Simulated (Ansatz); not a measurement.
**C₂H₆Cl₂S₂Sn: ionisation energy by level of theory**

Aim: the vertical ionisation energy of C₂H₆Cl₂S₂Sn, as cation minus neutral at the neutral's geometry, on several levels, and how well −ε(HOMO) stands in for it.

The runs use Ansatz 0.2.0, Gaussian basis; unrestricted cation, the program's frozen cores in correlated methods.

Plan: UKS PBE-D4/def2-TZVPP; UKS r2SCAN-D4/def2-TZVPP; UKS PBE0-D4/def2-TZVPP; UKS B3LYP-D4/def2-TZVPP; UKS wB97X-V/def2-TZVPP; UKS wB97M-V/def2-TZVPP; UKS B2PLYP/def2-TZVPP; UHF-CCSD(T)/def2-TZVPP; UHF-MP2/def2-QZVPP; extrapolation to the limit; then −ε(HOMO) from the neutral's earlier runs with LDA (SPW92), PBE-D4, revPBE-D4, BLYP-D4, r2SCAN-D4, B97M-V, PBE0-D4, B3LYP-D4, r2SCANh-D4, r2SCAN0-D4, HSE06-D4, BHLYP-D4, CAM-B3LYP-D4, LC-ωPBE, ωB97X-V, ωB97M-V.

## 1. The relaxed structure

The geometry comes from an earlier relaxation with PBE0-D4 in a triple-zeta def2 set; it is a stationary point, not always the lowest conformer. Sn takes the def2 core potential; no spin-orbit term is included.

SMILES `C[S][Sn]([Cl])([Cl])[S]C`, 13 atoms, charge 0, spin multiplicity 1.

Atoms are counted from 1 here; the program's logs count them from 0.

Bond lengths: C1–S2 1.818 Å, C1–H8 1.090 Å, C1–H9 1.089 Å, C1–H10 1.089 Å, S2–Sn3 2.370 Å, Sn3–Cl4 2.332 Å, Sn3–Cl5 2.316 Å, Sn3–S6 2.363 Å, S6–C7 1.821 Å, C7–H11 1.089 Å, C7–H12 1.089 Å, C7–H13 1.090 Å. Angles: S2–C1–H8 105.7°, S2–C1–H9 111.2°, S2–C1–H10 111.1°, H8–C1–H9 109.2°, H8–C1–H10 109.1°, H9–C1–H10 110.5°, C1–S2–Sn3 99.6°, S2–Sn3–Cl4 106.8°, S2–Sn3–Cl5 111.2°, S2–Sn3–S6 113.8°, Cl4–Sn3–Cl5 105.5°, Cl4–Sn3–S6 109.9°, Cl5–Sn3–S6 109.3°, Sn3–S6–C7 98.3°, S6–C7–H11 111.2°, S6–C7–H12 111.6°, S6–C7–H13 105.5°, H11–C7–H12 110.5° and more.

As a file:

```
C    -2.43854    1.13559   -0.74517
S    -1.31095    1.03930    0.67795
Sn    0.72613    0.61851   -0.45774
Cl    0.28973   -1.05018   -2.02760
Cl    1.39666    2.46321   -1.68641
S     2.48877   -0.05610    0.96474
C     1.80720   -1.66217    1.48559
H    -3.43730    1.24921   -0.32360
H    -2.40263    0.22300   -1.33798
H    -2.21358    2.00170   -1.36572
H     1.65334   -2.31999    0.63142
H     0.88049   -1.54137    2.04467
H     2.56069   -2.10069    2.13984
```

## 2. Cation, UKS PBE-D4/def2-TZVPP

in.yaml reads:

```yaml
crystal:
  periodic: [false, false, false]
  atoms:
    - {symbol: C, position_ang: [-2.438545, 1.135588, -0.745169]}
    - {symbol: S, position_ang: [-1.310948, 1.039302, 0.677951]}
    - {symbol: Sn, position_ang: [0.726131, 0.618508, -0.457739]}
    - {symbol: Cl, position_ang: [0.289725, -1.050184, -2.027603]}
    - {symbol: Cl, position_ang: [1.396659, 2.463210, -1.686407]}
    - {symbol: S, position_ang: [2.488773, -0.056103, 0.964740]}
    - {symbol: C, position_ang: [1.807205, -1.662174, 1.485594]}
    - {symbol: H, position_ang: [-3.437303, 1.249212, -0.323596]}
    - {symbol: H, position_ang: [-2.402633, 0.223003, -1.337979]}
    - {symbol: H, position_ang: [-2.213579, 2.001705, -1.365715]}
    - {symbol: H, position_ang: [1.653338, -2.319991, 0.631422]}
    - {symbol: H, position_ang: [0.880493, -1.541371, 2.044665]}
    - {symbol: H, position_ang: [2.560695, -2.100694, 2.139836]}
basis:
  gaussian: {orbitals: def2-TZVPP}
total_charge: 1
magnetization: {spin_polarized: true, initial_magnetization: 1}
hamiltonian: {xc: pbe, dispersion: d4}
```

The runs that follow: Cation, UKS r2SCAN-D4/def2-TZVPP; Cation, UKS PBE0-D4/def2-TZVPP; Cation, UKS B3LYP-D4/def2-TZVPP; Cation, UKS wB97X-V/def2-TZVPP; Cation, UKS wB97M-V/def2-TZVPP; Cation, UKS B2PLYP (frozen core)/def2-TZVPP; Cation, UHF-CCSD(T)/def2-TZVPP; Cation, UHF-MP2/def2-QZVPP.

**Question.** What will the summary of the whole plan be? Wanted: ionisation energy, CCSD(T)/CBS; nearest functional by difference; nearest −ε(HOMO); −ε(HOMO) of PBE; T1 of the cation.

**Answer**, as computed:

| quantity | value |
| --- | --- |
| ionisation energy, CCSD(T)/CBS | 9.58 eV |
| nearest functional by difference | ωB97X-V (-0.09 eV) |
| nearest −ε(HOMO) | ωB97M-V (+0.09 eV) |
| −ε(HOMO) of PBE | 6.23 eV |
| T1 of the cation | 0.015 |

Energy differences with functionals land within 0.86 eV of the reference. −ε(HOMO) of PBE misses by 3.3 eV, since self-interaction lifts the level. Among orbital estimates ωB97M-V comes nearest. Hartree-Fock falls 1.15 eV short, as the neutral has more correlation energy than the cation. The cation may have settled in a state other than its lowest; no search over hole states beyond the program's own was made. Correlated methods include outer-core shells of Sn, which these sets cover unevenly. With outer-core shells in play the reference is unsure by up to some tenths of an eV, so close misses can't be ranked.
